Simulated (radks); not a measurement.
**Pm⁺ in [Xe] 4f5 6s1: an all-electron calculation**

Aim: the levels, the sizes of the orbitals and the parts of the energy of the promethium ion Pm+.

Program: radks (a radial shooting solver on a logarithmic mesh, Libxc functionals) version 1. Level of theory: scalar-relativistic Kohn-Sham, exchange-only LDA, spin-polarised, spherical densities, finite nucleus; open shells are filled with parallel spins first. These are calculated values, not measurements, unless marked.

## (1) The system

| Item | Value |
| --- | --- |
| element | promethium (Z = 61) |
| charge | +1 |
| electrons | 60 |
| configuration | [Xe] 4f5 6s1 |
| nuclear rms radius | 4.962 fm |

The outer shells:

Pm⁺
```
[Xe] core
4f [↑ ][↑ ][↑ ][↑ ][↑ ][  ][  ]
6s [↑ ]
```

## (2) The run

The run's settings:

```text
Z 61
configuration [Xe] 4f5 6s1 5d0 6p0 7s0 5f0
relativity scalar-relativistic
functional lda,
spin polarised
nucleus finite rms 4.962 fm
c 137.035999084
```

**Question.** What will this run give?

As calculated:

```
                        quantity                   value
                    total energy     -10006.9282 hartree
exchange-correlation share of it                  2.15 %
                            −T/E                  1.0667
          highest occupied level        4f up, -8.139 eV
    most extended occupied level  6s up, <r> = 3.95 bohr
 radius at density 0.001 e/bohr³               4.57 bohr
    maxima of the radial density                       4
         ionisation energy, NIST    10.94 (semi-emp.) eV
```

**Reading.** 6 principal shells are occupied and 4 maxima appear in the radial density; where shells overlap, one shows as a shoulder or not at all. Relativity lifts −T/E to 1.067. Minus the highest eigenvalue, 8.139 eV, is 74 % of the tabulated ionisation energy (10.94 eV); the potential of a semilocal functional falls off too fast, so its top eigenvalue is too shallow. Open shells are spherical and high-spin; term and fine-structure splittings are not resolved. Spin-orbit splitting is averaged out at the scalar-relativistic level.
